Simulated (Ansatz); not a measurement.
# CH7FGe2: one species, many methods

One table from this session's results is given with a row withheld; the runs are named, their logs left out.

Computed with Ansatz 0.2.0, Gaussian basis. Level: functionals in def2-TZVPP, the program's frozen cores in correlated methods.

Plan: PBE-D4, r2SCAN-D4, PBE0-D4, B3LYP-D4, ωB97X-V, ωB97M-V, B2PLYP; CCSD(T)/def2-TZVPP; MP2/def2-QZVPP; extrapolation to the limit.

## Structure used throughout

An earlier PBE0-D4 in a triple-zeta def2 set relaxation fixed the geometry.

SMILES `[CH3][GeH]([F])[GeH3]`, 11 atoms, charge 0, spin multiplicity 1.

Atoms are counted from 1 here; the program's logs count them from 0.

Bond lengths: C1–Ge2 1.943 Å, C1–H5 1.090 Å, C1–H6 1.092 Å, C1–H7 1.091 Å, Ge2–F3 1.755 Å, Ge2–Ge4 2.427 Å, Ge2–H8 1.543 Å, Ge4–H9 1.536 Å, Ge4–H10 1.535 Å, Ge4–H11 1.539 Å. Angles: Ge2–C1–H5 110.1°, Ge2–C1–H6 110.2°, Ge2–C1–H7 109.7°, H5–C1–H6 108.9°, H5–C1–H7 109.1°, H6–C1–H7 108.9°, C1–Ge2–F3 105.7°, C1–Ge2–Ge4 114.7°, C1–Ge2–H8 111.8°, F3–Ge2–Ge4 105.7°, F3–Ge2–H8 104.8°, Ge4–Ge2–H8 113.1°, Ge2–Ge4–H9 109.8°, Ge2–Ge4–H10 110.6°, Ge2–Ge4–H11 109.5°, H9–Ge4–H10 109.4°, H9–Ge4–H11 108.6°, H10–Ge4–H11 108.8°.

Set-up of the first run:

Contents of in.yaml:

```yaml
crystal:
  periodic: [false, false, false]
  atoms:
    - {symbol: C, position_ang: [-1.017757, 1.424360, -0.513674]}
    - {symbol: Ge, position_ang: [0.636133, 0.419606, -0.336034]}
    - {symbol: F, position_ang: [1.640692, 1.350826, 0.761309]}
    - {symbol: Ge, position_ang: [0.391816, -1.766364, 0.690547]}
    - {symbol: H, position_ang: [-1.510772, 1.507425, 0.455196]}
    - {symbol: H, position_ang: [-1.690326, 0.921747, -1.211346]}
    - {symbol: H, position_ang: [-0.800603, 2.424733, -0.890119]}
    - {symbol: H, position_ang: [1.428400, 0.381167, -1.659392]}
    - {symbol: H, position_ang: [-0.291897, -1.625541, 2.058882]}
    - {symbol: H, position_ang: [1.761664, -2.434526, 0.871707]}
    - {symbol: H, position_ang: [-0.482148, -2.660434, -0.206475]}
basis:
  gaussian: {orbitals: def2-TZVPP}
hamiltonian: {xc: pbe, dispersion: d4}
output: {forces: true, orbitals: {seedname: orbitals}}
```

Launch:

```sh
$ ansatz run in.yaml --threads 2 --pin off --events-out ev --progress --plain --max-ram 31744MiB --backend cpu
```

Among the steps run: PBE-D4 (GGA); r2SCAN-D4 (meta-GGA); PBE0-D4 (hybrid); B3LYP-D4 (hybrid); ωB97X-V (range-separated); ωB97M-V (range-separated); B2PLYP (double hybrid); CCSD(T) in def2-TZVPP; MP2 in def2-QZVPP.

One table of the session follows, with a row left open; its other results are not shown here.

| method | atomisation energy (kJ/mol) |
| --- | --- |
| PBE-D4 | 3471.0 |
| r2SCAN-D4 | 3479.6 |
| PBE0-D4 | 3438.1 |
| B3LYP-D4 | 3450.7 |
| ωB97X-V | 3492.1 |
| ωB97M-V | ? |
| B2PLYP | 3426.0 |
| HF/def2-TZVPP | 2575.1 |
| MP2/def2-TZVPP | 3427.0 |
| CCSD/def2-TZVPP | 3387.0 |
| CCSD(T)/def2-TZVPP | 3426.6 |
| MP2/CBS | 3489.2 |
| CCSD(T)/CBS | 3488.8 |

Estimate the missing values for ωB97M-V.

The run gave: atomisation energy (kJ/mol): 3451.7. In the column «atomisation energy (kJ/mol)» it lies between B3LYP-D4 (3450.7) and PBE-D4 (3471.0).

Some runs used a GPU and others CPU threads alone; cost is compared among the CPU runs only.

Among the levels timed on like hardware, those that no quicker one beats, quickest first: PBE-D4 (3.8 s, -17.7 kJ/mol); r2SCAN-D4 (8 s, -9.2 kJ/mol); ωB97X-V (12 s, +3.3 kJ/mol).

Limits of these values: Free atoms (1 C, 2 Ge, 1 F, 7 H) were run apart at each level; the atomisation energy is their sum less the molecule, without zero-point or spin-orbit terms.
